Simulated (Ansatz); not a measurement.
# SrCd3: the cost of one run

Program: Ansatz 0.2.0 through its Python package. Level of theory: DFT PBEsol, plane waves, PAW. These are calculated values, not measurements.

### Step 1. The system

It takes space group Fm-3m (No. 225, cubic). The conventional cell has a = 7.438 Å, b = 7.438 Å, c = 7.438 Å, α = 90.00°, β = 90.00°, γ = 90.00°. Sr (site symmetry m-3m) has 8 Cd at 3.22 Å as nearest neighbours. Cd (site symmetry -43m) is surrounded by 4 Sr at 3.22 Å and 4 Cd at 3.22 Å. Around Cd (site symmetry m-3m) lie 8 Cd at 3.22 Å.

The script holds or builds the structure itself.

### Step 2. The script

Input file drho_srcd3.py:

```python
'''Density difference of SrCd3 against its sublattices.'''

import warnings

import ansatz
import numpy as np

VECTORS = np.array([
    [0.0, 3.718761, 3.718761],
    [3.718761, 0.0, 3.718761],
    [3.718761, 3.718761, 0.0],
])
SITES = [
    ('Sr', [0.0, 0.0, 0.0]),
    ('Cd', [0.25, 0.25, 0.25]),
    ('Cd', [0.75, 0.75, 0.75]),
    ('Cd', [0.5, 0.5, 0.5]),
]


def make_crystal(cell):
    crystal = ansatz.Crystal(lattice=ansatz.Lattice.of(cell))
    for symbol, position in SITES:
        crystal = crystal.atom(symbol, position)
    return crystal

warnings.simplefilter('ignore', ansatz.DeckWarning)

# one cutoff and one grid for all runs, so that the fields can be subtracted
def solve(crystal):
    return (
        crystal.calculation()
        .functional('pbesol')
        .occupations('fermi_dirac')
        .basis(460, grid_basis='typed')
        .kpoints(6, 6, 6)
        .density()
        .run(threads=1)
    )


whole = solve(make_crystal(VECTORS))
difference = whole.density().channels[0].density_e_per_ang3.copy()
binding = whole.report['free_energy_ev']
for element in ['Sr', 'Cd']:
    part = ansatz.Crystal(lattice=ansatz.Lattice.of(VECTORS))
    for symbol, position in SITES:
        if symbol == element:
            part = part.atom(symbol, position)
    alone = solve(part)
    difference -= alone.density().channels[0].density_e_per_ang3
    binding -= alone.report['free_energy_ev']
    print(f'{element} sublattice: {alone.report["n_electrons"]:g} electrons, {alone.report["n_iterations"]} iterations')

voxel = abs(np.linalg.det(VECTORS)) / difference.size
print(f'energy of the crystal less its unpolarised sublattices: {binding / len(SITES):.4f} eV/atom')
print(f'net charge of the difference {difference.sum() * voxel:.5f} e, charge rearranged {0.5 * np.abs(difference).sum() * voxel:.3f} e')
print(f'extremes {difference.min():.4f} and {difference.max():.4f} e/A^3')
for (symbol, position) in SITES:
    index = tuple(int(round(p * n)) % n for p, n in zip(position, difference.shape))
    print(f'  change of the pseudo-density at the grid point nearest {symbol}: {difference[index]:+.4f} e/A^3')
```

### Step 3. The calls as engine input

The package turns the script's settings into the engine's input (first run):

```yaml
crystal:
  lattice:
    - [0.0, 3.718761, 3.718761]
    - [3.718761, 0.0, 3.718761]
    - [3.718761, 3.718761, 0.0]
  atoms:
    - { symbol: Sr, position: [0.0, 0.0, 0.0] }
    - { symbol: Cd, position: [0.25, 0.25, 0.25] }
    - { symbol: Cd, position: [0.75, 0.75, 0.75] }
    - { symbol: Cd, position: [0.5, 0.5, 0.5] }
basis:
  ecutwfc: 460.0
  fft_grid_basis: typed
kpoints:
  mp_grid:
    grid: [6, 6, 6]
hamiltonian:
  xc: pbesol
scf:
  occupations:
    method: fermi_dirac
output:
  write_density: true
```

### Step 4. Launch

Run with:

```console
python drho_srcd3.py
```

**Question.** How long does this script take on 1 thread of Intel Xeon 6975P-C (Granite Rapids), shared host, and how much memory does it need?

About 3.2 s, with a peak of 0.46 GiB.
